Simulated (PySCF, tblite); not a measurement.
# SeF₃−, a complex of two parts as drawn: NMR shifts, interaction energy, infrared bands, spin-spin couplings and core binding energies

The task here is to estimate one member of a computed series from the others.

Computed with tblite 0.8.0 and PySCF 2.14.0; each step states its level. No surroundings beyond the atoms listed, unless a continuum is named. Atoms count from 0, parts from 1.

## Starting point

4 atoms, charge -1, multiplicity 1; geometry: rigid parts in contact. Parts: 1 = atoms 0–2, `F[Se]F`, charge 0; 2 = atom 3, `[F-]`, charge -1.

The first run:

Job settings and geometry (Å):

```
{"job": {"kind": "dock", "xc": "GFN2-xTB", "basis": "xTB"}, "charge": -1, "multiplicity": 1, "parts": [{"atoms": "0-2", "charge": 0, "multiplicity": 1}, {"atoms": "3-3", "charge": -1, "multiplicity": 1}]}
F     -1.317075    -0.409588     0.005510
Se    -0.002910     0.809946    -0.002622
F      1.319986    -0.400358    -0.002889
F      1.516591     2.889974     0.874666
```

Level: GFN2-xTB search for minima from random contacts, gas phase.

Started as:

```
> OMP_NUM_THREADS=1 python cluster_run.py task.json out
```

The driver reads the jobs from task.json and runs them one after another.

Among the steps run: Search for minima with GFN2-xTB; Geometry optimisation at PBE0-D3(BJ)/def2-TZVPD; Shielding tensors: PBE0/aug-pcSseg-2; Coupled-cluster interaction energy: CCSD(T) and MP2.

One of the session's tables, all rows but one given; the rest of the session is left out.

It belongs to the step «Coupled-cluster interaction energy: CCSD(T) and MP2». 

```
                 method  interaction energy (kcal/mol)
         HF/aug-cc-pVDZ                         -66.00
        MP2/aug-cc-pVDZ                         -62.03
       CCSD/aug-cc-pVDZ                         -61.29
    CCSD(T)/aug-cc-pVDZ                         -60.92
         HF/aug-cc-pVQZ                         -68.09
        MP2/aug-cc-pVQZ                         -67.84
    SCS-MP2/aug-cc-pVQZ                              ?
      MP2, extrapolated                         -68.70
CCSD(T), limit estimate                         -67.59
```

Estimate the missing values for SCS-MP2/aug-cc-pVQZ.

As computed: interaction energy (kcal/mol): -65.69. In the column «interaction energy (kcal/mol)» it lies between HF/aug-cc-pVDZ (-66.00) and MP2/aug-cc-pVDZ (-62.03).

At this geometry Se1 and F3 of different parts are bonded (1.92 Å), so this energy is that of a chemical bond rather than of a weak contact.

Limits of these values: The interaction energy leaves out the deformation of the parts, 11.98 kcal/mol at MP2. So large a deformation means that a part is far from its own minimum, so a sum across the two methods would be rough.
